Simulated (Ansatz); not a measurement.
Here is an Ansatz input file for ScBC, space group P6_3/mmc. Write the same calculation for the Python package.

```yaml
crystal:
  lattice:
    - [2.91614907, 0.0, 0.0]
    - [-1.45807454, 2.52545918, 0.0]
    - [0.0, 0.0, 7.31611414]
  atoms:
    - { symbol: Sc, position: [0.0, 0.0, 0.0] }
    - { symbol: Sc, position: [0.0, 0.0, 0.5] }
    - { symbol: B, position: [0.6666666666666666, 0.3333333333333333, 0.25] }
    - { symbol: B, position: [0.3333333333333333, 0.6666666666666666, 0.75] }
    - { symbol: C, position: [0.6666666666666666, 0.3333333333333333, 0.75] }
    - { symbol: C, position: [0.3333333333333333, 0.6666666666666666, 0.25] }
kpoints:
  mp_grid:
    grid: [10, 10, 4]
hamiltonian:
  xc: pbesol
  dispersion: d4
scf:
  occupations:
    method: methfessel_paxton
    width: 0.05
relax:
  cell:
    p_target: 1.0
output:
  write_density: true
  volumetric_format: [cube, npy]
```

Notebook, run cell by cell (the value of a cell's last expression is shown):

**Cell 1**
```python
from pathlib import Path

import ansatz as az
from ase import Atoms
from ase.data import atomic_numbers
from ase.io import write
from ase.io.cube import read_cube_data
from ase.units import Bohr
import numpy as np
import spglib
```

**Cell 2**
```python
params = {
    "dispersion": "d4",
    "width_ev": 0.05,
    "kmesh": (10, 10, 4),
}
```

**Cell 3**
```python
def edges_and_angles(cell):
    cell = np.asarray(cell)
    a, b, c = np.linalg.norm(cell, axis=1)
    cosines = cell[1] @ cell[2] / (b * c), cell[0] @ cell[2] / (a * c), cell[0] @ cell[1] / (a * b)
    return (a, b, c, *np.degrees(np.arccos(cosines)))

atoms = Atoms(
    ["Sc", "Sc", "B", "B", "C", "C"],
    scaled_positions=[
        (0.0, 0.0, 0.0),
        (0.0, 0.0, 0.5),
        (2 / 3, 1 / 3, 0.25),
        (1 / 3, 2 / 3, 0.75),
        (2 / 3, 1 / 3, 0.75),
        (1 / 3, 2 / 3, 0.25),
    ],
    cell=[
        (2.91614907, 0.0, 0.0),
        (-1.45807454, 2.52545918, 0.0),
        (0.0, 0.0, 7.31611414),
    ],
    pbc=True,
)
system = az.Crystal.from_ase(atoms)
```

**Cell 4**
```python
# a pressure is positive in compression
calculation = (
    system.calculation()
    .functional(az.Functional.PBESOL, dispersion=params["dispersion"])
    .occupations(az.OccupationsMethod.METHFESSEL_PAXTON, width=params["width_ev"])
    .kpoints(*params["kmesh"])
    .relax(pressure=10 * az.kbar)
    .density()
    .output_files(volumetric_format=["cube", "npy"])
)
steps = []
```

**Cell 5**
```python
def collect(event):
    if event["event"] == "relax_step":
        steps.append(event["data"])
```

**Cell 6**
```python
result = calculation.session().plan().execute(on_event=collect)
rep = result.report
```
Output:
```text
DeckWarning: basis.ecutwfc = 420 eV, auto-derived from the records' recommended cutoffs: set by Sc (normal level)
```

**Cell 7**
```python
rep["published_state_doubts"]
```
Output:
```text
[]
```

**Cell 8**
```python
rep["kweights"]
```
Output:
```text
[0.0025, 0.005, 0.0025, 0.015, 0.03, 0.015, 0.015, 0.03, 0.015, 0.015, 0.03, 0.015, 0.015, 0.03,
 0.015, 0.0075, 0.015, 0.0075, 0.015, 0.03, 0.015, 0.03, 0.06, 0.03, 0.03, 0.06, 0.03, 0.03, 0.06,
 0.03, 0.015, 0.03, 0.015, 0.03, 0.06, 0.03, 0.015, 0.03, 0.015, 0.015, 0.03, 0.015]
```

**Cell 9**
```python
rep["free_energy_ev"]
```
Output:
```text
-5027.009598820938
```

**Cell 10**
```python
print("step   energy (eV)     max comp. (eV/A)   P (GPa)  SCF")
for s in steps:
    print(f"{s['step']:4d} {s['lagrangian_ev']:15.5f} {s['allowed_force_max_ev_ang']:12.4f} {s['pressure_gpa']:10.3f} {s['n_scf']:5d}")

first, last = steps[0], steps[-1]
symbols = [site.symbol for site in result.lattice.sites]
print(f"energy gained {first['lagrangian_ev'] - last['lagrangian_ev']:.4f} eV in {len(steps) - 1} steps")
for label, vectors in (("before", first["cell_ang"]), ("after", result.lattice.cell_ang)):
    print(label, "a b c (A) {:.4f} {:.4f} {:.4f}  angles {:.2f} {:.2f} {:.2f}".format(*edges_and_angles(vectors)), f" V = {abs(np.linalg.det(vectors)):.3f} A^3")
print("final stress xx yy zz (GPa, compression positive):", np.round(np.diag(rep["stress_gpa"]), 3) + 0.0)
```
Output:
```text
step   energy (eV)     max comp. (eV/A)   P (GPa)  SCF
   1     -5026.92951       0.0000     -9.572     6
   2     -5027.01315       0.0000     -0.228     5
   3     -5027.01361       0.0000      1.000     4
   4     -5027.01364       0.0000      0.995     4
   5     -5027.00976       0.0000      0.882     5
   6     -5027.00966       0.0000      0.997     3
   7     -5027.00960       0.0000      0.997     4
energy gained 0.0801 eV in 6 steps
before a b c (A) 2.9161 2.9161 7.3161  angles 90.00 90.00 120.00  V = 53.880 A^3
after a b c (A) 2.8877 2.8877 7.1019  angles 90.00 90.00 120.00  V = 51.288 A^3
final stress xx yy zz (GPa, compression positive): [0.998 0.998 0.995]
```

**Cell 11**
```python
fractions = [site.position_frac for site in result.lattice.sites]
numbers = [atomic_numbers[s] for s in symbols]
for tolerance in (1e-3, 1e-2, 1e-1):
    print(f"space group at {tolerance} A:", spglib.get_spacegroup((result.lattice.cell_ang, fractions, numbers), symprec=tolerance))
```
Output:
```text
space group at 0.001 A: P6_3/mmc (194)
space group at 0.01 A: P6_3/mmc (194)
space group at 0.1 A: P6_3/mmc (194)
```

**Cell 12**
```python
print("relaxed fractional positions")
for site in result.lattice.sites:
    print(f"  {site.symbol:2s}", " ".join(f"{v % 1:8.5f}" for v in np.round(site.position_frac, 5)))
```
Output:
```text
relaxed fractional positions
  Sc  0.00000  0.00000  0.00000
  Sc  0.00000  0.00000  0.50000
  B   0.66667  0.33333  0.25000
  B   0.33333  0.66667  0.75000
  C   0.66667  0.33333  0.75000
  C   0.33333  0.66667  0.25000
```

**Cell 13**
```python
relaxed = Atoms(symbols, positions=[site.position_ang for site in result.lattice.sites], cell=result.lattice.cell_ang, pbc=True)
write("relaxed.vasp", relaxed, format="vasp")
```

**Cell 14**
```python
print(f"free energy      {rep['free_energy_ev']:.5f} eV")
print(f"per atom         {rep['free_energy_ev'] / len(result.lattice.sites):.5f} eV")
print(f"SCF iterations   {rep['n_iterations']}  (converged: {rep['converged']})")
```
Output:
```text
free energy      -5027.00960 eV
per atom         -837.83493 eV
SCF iterations   4  (converged: True)
```

**Cell 15**
```python
# cube files hold the density in electrons per cubic bohr
folder = Path(result.write_results("cubes"))
print("\n".join((folder / "rho.cube").read_text().splitlines()[: 6 + 6]))
values, cube_atoms = read_cube_data(str(folder / "rho.cube"))
print("electrons from the file:", round(values.mean() * cube_atoms.get_volume() / Bohr ** 3, 3))
```
Output:
```text
ansatz rho
values in e/bohr^3 (x slowest, z fastest)
    6    0.000000    0.000000    0.000000
   20    0.272852    0.000000   -0.000000
   20   -0.136426    0.236296    0.000000
   48   -0.000000    0.000000    0.279596
   21   21.000000   -0.000000   -0.000000    0.000000
   21   21.000000   -0.000000    0.000000    6.710302
    5    5.000000    2.728517    1.575310    3.355151
    5    5.000000   -0.000000    3.150620   10.065452
    6    6.000000    2.728517    1.575310   10.065452
    6    6.000000   -0.000000    3.150620    3.355151
electrons from the file: 36.0
```

Absolute energies stand on the zero of these potentials, so only differences at equal settings mean something. Forces vanish by symmetry, so the ions can't move, and the end may be a saddle. Part of the cell is held or a pressure is applied, so the end point needn't be the zero-pressure lattice. At a fixed pressure a relaxation lowers the enthalpy F + PV, while F alone can rise. Dispersion corrections can be off by several per cent in the lattices of metals, and by several GPa in the pressure at a fixed cell. For a metal this k-point mesh is coarse: on a finer one energies can move by several to tens of meV an atom and pressures by half a GPa or more, differences at one mesh by less. Energies along a relaxation are free energies. Rows at an unchanged volume are solved on a plane-wave basis chosen afresh for that cell, so the energy jumps there and such rows are no steps of the walk. Symmetry holds the cell in this phase, whether or not it is the stable one at this pressure. The fields are valence quantities on the plane-wave grid; their values near the nuclei depend on the potentials. The structure comes from a database of computed cells and needn't be a stable or known phase. Warnings are shown shortened and without file and line. It ran for 7.8 s on 1 thread of AMD EPYC 9R05 (Zen 5), with other jobs on the host, peak memory 0.49 GiB.

(Lines on the test bed's own set-up are left out of the output.)
